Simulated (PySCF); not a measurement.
# [closo-8-(SH)B11H10]2-: geometry, NMR shifts

Wanted: the NMR shifts of [closo-8-(SH)B11H10]2-, by calculation.

The runs use PySCF 2.14.0, with density-fitted response routines of our own; the level of theory stands in each step. All values are computed, except where a source is named. Atoms count from 0, in the outputs and in this text.

## 1. The starting structure

23 atoms, charge -2, multiplicity 1; geometry from: GFN2-xTB. The atoms were then displaced at random by about 0.03 Å, so the start is not that level's minimum.

Bonds of the start (Å): B0–B2 1.92, B0–B4 1.78, B0–B5 1.72, B0–B8 1.79, B0–B9 1.83, B0–H11 1.19, B1–B2 1.72, B1–B3 1.79, B1–B6 2.11, B1–B8 1.83, B1–B10 1.68, B1–H12 1.29, B2–B3 1.66, B2–B8 1.71, B2–B9 1.86, B2–H13 1.23, B3–B7 1.80, B3–B9 1.68, B3–B10 1.82, B3–H14 1.25, B4–B5 1.63, B4–B6 2.04, B4–B7 1.81, B4–B9 1.78, B4–H15 1.22, B5–B6 1.67, B5–B8 1.64, B5–H16 1.21, B6–B7 2.00, B6–B8 2.00 and more.

## 2. Geometry optimisation at PBE0-D3(BJ)/def2-SVP

What the job is given:

```
{"job": {"xc": "PBE0", "basis": "def2-SVP", "d3": "d3bj", "grid": 1, "maxiter": 40, "shake": 0.03, "kind": "geom"}, "charge": -2, "multiplicity": 1}
B      1.630310    -0.024940    -0.043250
B     -1.015350     0.843680    -1.268910
B      0.382300     1.377690    -0.430140
B     -0.985010     1.188360     0.484230
B      0.593790    -1.251770     0.725360
B      0.945980    -1.375390    -0.864860
B     -0.714290    -1.203330    -0.834590
B     -1.042570    -0.527850     1.015550
B      0.637140     0.091970    -1.532200
B      0.357620     0.453120     1.187900
B     -1.990670    -0.119180    -0.295550
H      2.779030     0.243670     0.114830
H     -1.519230     1.538680    -2.225740
H      0.856800     2.503330    -0.537650
H     -1.675060     2.075460     1.024440
H      0.948150    -2.001820     1.617550
H      1.579880    -2.274390    -1.376460
H     -1.286880    -2.129660    -1.365710
H     -1.634390    -1.061570     2.007140
H      0.968170     0.322650    -2.704680
S      0.982340     1.150210     2.909250
H      2.203580     0.407600     2.881490
H     -3.144390    -0.236890    -0.509750
```

On the command line:

```console
OMP_NUM_THREADS=1 python probes_run.py task.json out
```

The driver reads the jobs from task.json and runs them one after another.

**Question.** This job is followed by: GIAO PBE0/pcSseg-1 NMR shielding, non-relativistic, gas phase; GIAO KT2/pcSseg-1 NMR shielding, non-relativistic, gas phase. Predict these results of the whole session: point group; rotational constants (main isotopes); 1H shifts against TMS (PBE0/pcSseg-1, means over atoms taken as alike); 11B shifts against BF3·OEt2 (PBE0/pcSseg-1, means over atoms taken as alike); 33S shifts against CS2 (PBE0/pcSseg-1); range of the shift of S20.

**Answer**, as computed:

```
                                                                    quantity                                               value
                                                                 point group                                                  C1
                                        rotational constants (main isotopes)                                1.64, 0.92, 0.83 GHz
      1H shifts against TMS (PBE0/pcSseg-1, means over atoms taken as alike)       3.13, 1.58, 1.41, 1.39, 0.84, 0.23, -0.01 ppm
11B shifts against BF3·OEt2 (PBE0/pcSseg-1, means over atoms taken as alike)  -2.5, -20.2, -20.6, -20.8, -21.0, -27.3, -31.5 ppm
                                      33S shifts against CS2 (PBE0/pcSseg-1)                                            -196 ppm
                                                   range of the shift of S20                                    -196 to -168 ppm
```

In words: The start of the PBE0/def2-SVP relaxation was shaken at random by about 0.03 Å, so part of the energy gained, and of the first lengths quoted, undoes that. Over 13 steps the energy fell by 0.794 eV; of the close pairs, B2–B3 changed most, 1.656 to 1.789 Å. At PBE0/pcSseg-1: The widest tensor belongs to S20: span 293 ppm, with a paramagnetic part of -367 ppm. In ppm, S20 moves most: its shift spreads over 29 ppm, from -196 (PBE0/pcSseg-1) to -168 (KT2/pcSseg-1). Most of that comes from the computed reference, not from the atom's own shielding. At PBE0/pcSseg-1 the HOMO lies above zero (+1.74 eV), as often for anions in the gas phase: self-interaction error lifts it, or the electron is held by the finite basis alone; counter-ions and solvent are missing.
